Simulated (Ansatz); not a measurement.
# LiRh: the cost of one run

Computed with the Python package of Ansatz 0.2.0. Level of theory: DFT r2SCAN, plane waves, PAW.

### 1 The system

The structure is hexagonal, space group P-6m2 (No. 187). The conventional cell has a = 2.652 Å, b = 2.652 Å, c = 4.327 Å, α = 90.00°, β = 90.00°, γ = 120.00°. Li (site symmetry -6m2) has 6 Rh at 2.65 Å and 6 Li at 2.65 Å as nearest neighbours. Around Rh (site symmetry -6m2) lie 6 Li at 2.65 Å and 6 Rh at 2.65 Å.

No structure file is read: the coordinates are typed or built in the script.

### 2 The code

File run_push.py:

```python
'''Energy and force of LiRh as one atom is pushed off its site.'''

import logging
import sys
import warnings

import ansatz as az
import numpy as np
from pymatgen.core import Lattice, Structure
from pymatgen.io.ase import AseAtomsAdaptor

logging.basicConfig(stream=sys.stdout, format='%(levelname)s %(message)s')
log = logging.getLogger('calc')
log.setLevel(logging.INFO)


def main() -> None:
    warnings.simplefilter('ignore', az.DeckWarning)

    pmg_structure = Structure(
        Lattice([(2.6523, 0.0, 0.0), (-1.32615, 2.29696, 0.0), (0.0, 0.0, 4.3266)]),
        ['Li', 'Rh'],
        [
            (0.0, 0.0, 0.5),
            (2 / 3, 1 / 3, 0.0),
        ],
    )
    crystal = az.Crystal.from_ase(AseAtomsAdaptor.get_atoms(pmg_structure))

    inverse = np.linalg.inv(np.array(crystal.lattice.vectors))
    home = np.array(crystal.sites[1].position)
    values = np.linspace(-0.2, 0.2, 5)
    energies, pulls = [], []
    for shift in values:
        moved = crystal.move(1, to=home + shift * inverse[0])
        base = moved.calculation()
        base = base.functional('r2scan')
        base = base.basis(24 * az.Ha)
        base = base.kpoints(density=2.7)
        base = base.occupations('cold', width=0.02)
        base = base.scf(tolerance=1e-07, max_iterations=200, extra_bands=12)
        base = base.forces()
        report = base.run(threads=1, backend='cpu').report
        energies.append(report['free_energy_ev'])
        pulls.append(report['forces_ev_ang'][1][0])

    # the force is minus the slope of the free energy
    log.info('shift (A)   dE (eV)   force along x (eV/A)')
    for shift, e, f in zip(values, energies, pulls):
        log.info(f'{shift:8.3f} {e - energies[2]:10.5f} {f:12.4f}')
    log.info(f'stiffness from energies {2 * np.polyfit(values, energies, 2)[0]:.3f}, from forces {-np.polyfit(values, pulls, 1)[0]:.3f} eV/A^2')


if __name__ == '__main__':
    main()
```

### 3 The calls as engine input

The package turns the script's settings into the engine's input (first run):

```yaml
crystal:
  lattice:
    - [2.6523, 0.0, 0.0]
    - [-1.32615, 2.29696, 0.0]
    - [0.0, 0.0, 4.3266]
  atoms:
    - { symbol: Li, position: [0.0, 0.0, 0.5] }
    - { symbol: Rh, position: [0.591260415488444, 0.3333333333333333, 0.0] }
basis:
  ecutwfc: 653.073269903712
kpoints:
  mp_grid:
    kspacing: 0.37037037037037035
hamiltonian:
  xc: r2scan
scf:
  max_iter: 200
  n_extra_bands: 12
  convergence:
    dr2_threshold: 1.0e-07
  occupations:
    method: cold
    width: 0.02
output:
  forces: true
```

### 4 The run

Command:

```bash
$ python run_push.py
```

**Question.** How long does this script take on 1 thread of Arm Neoverse V1, shared host, and how much memory does it need?

About 60 s, with a peak of 0.59 GiB.
